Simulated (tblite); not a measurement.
# C5H8GeN2S: the cost of one run

Programs: tblite 0.8.0 and PySCF 2.14.0, with density-fitted response routines of our own. Each step states its level of theory. These are calculated values for one molecule in the gas phase, unless marked as measured. Atoms are numbered from 0 throughout.

## Step 1: The starting structure

17 atoms, charge 0, multiplicity 1; geometry from: force field or distance geometry start.

Bonds of the start (Å): C0–N1 1.31, N1–C2 1.43, C2–C3 1.43, C3–C4 1.40, C4–C5 1.50, C5–Ge6 1.94, C4–S7 1.66, S7–N8 1.66, N8–C2 1.36, C0–H9 1.07, C0–H10 1.08, C3–H11 1.07, C5–H12 1.10, C5–H13 1.11, Ge6–H14 1.54, Ge6–H15 1.56, Ge6–H16 1.55.

## Step 2: Geometry optimisation with GFN2-xTB

Job settings and geometry (Å):

```
{"job": {"kind": "relax", "xc": "GFN2-xTB", "basis": "xTB"}, "charge": 0, "multiplicity": 1}
C      3.927900    -0.788400    -0.172900
N      2.805000    -0.244400    -0.583200
C      1.667300    -0.083000     0.264600
C      0.474400     0.516100    -0.242300
C     -0.528500     0.590700     0.729900
C     -1.930600     1.075200     0.525400
Ge    -3.038800    -0.375200    -0.134400
S      0.117000    -0.089600     2.104000
N      1.639600    -0.484500     1.563200
H      4.742600    -0.880700    -0.857300
H      4.037700    -1.146600     0.840700
H      0.354000     0.846700    -1.252500
H     -1.944600     1.909800    -0.196000
H     -2.331200     1.440900     1.489800
H     -2.477300    -0.874700    -1.480500
H     -3.033100    -1.535700     0.911100
H     -4.488200     0.135500    -0.326100
```

The run is started by

```
$ OMP_NUM_THREADS=1 python probes_run.py task.json out
```

The driver reads the jobs from task.json and runs them one after another.

Q: Estimate the wall time and peak memory of this first job on 1 thread of Intel Xeon at 2.50GHz, shared host.

About 3.2 s, with a peak of 0.18 GiB.
